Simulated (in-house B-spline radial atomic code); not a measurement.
# Sc⁶⁺: ionisation energy by several methods

An exercise on one series of results from a longer session: the logs are not shown, and one member is left open.

Program: in-house B-spline radial atomic code version 1. Level of theory: scalar-relativistic (X2C), several functionals, spin-polarised, exact exchange averaged over the configuration; spherical all-electron atom at the radial basis limit. These are calculated values, not measurements, unless marked.

## The system

```
element       : scandium (Z = 21)
charge        : +6
electrons     : 15
configuration : [Ne] 3s2 3p3
nucleus       : Fermi, rms radius 3.546 fm
```

The outer shells:

[Ne] 3s2 3p3
```
[Ne] core
3s [↑↓]
3p [↑ ][↑ ][↑ ]
```

Where spins are not typed, each open shell is filled with up spins first.

The first run:

Settings, as recorded:

```ini
Z = 21
electrons = 15.0
configuration = [Ne] 3s2 3p3
hamiltonian = x2c
method = bhandhlyp
spin_polarised = True
nucleus = fermi
rms_radius = 3.5459
mass_number = 45
atomic_mass = 44.955907051
speed_of_light = 137.035999084
exact_exchange = averaged over the configuration
```

Command:

```
> python run_scf.py task.json out
```

task.json lists these runs, among others, and the program works through them in turn.

Among the steps run: BHandHLYP; HSE06; M06-2X; LC-ωPBE; CAM-B3LYP; PBE0.

One table of the session follows, with a row left open; its other results are not shown here.

| method | ΔSCF (eV) |
| --- | --- |
| BHandHLYP | 136.94 |
| M06-2X | 136.42 |
| PBE0 | 137.09 |
| HSE06 | ? |
| LC-ωPBE | 137.10 |
| CAM-B3LYP | 136.94 |

Estimate the missing values for HSE06.

The run gave: ΔSCF (eV): 137.06. In the column «ΔSCF (eV)» it lies between CAM-B3LYP (136.94) and PBE0 (137.09).
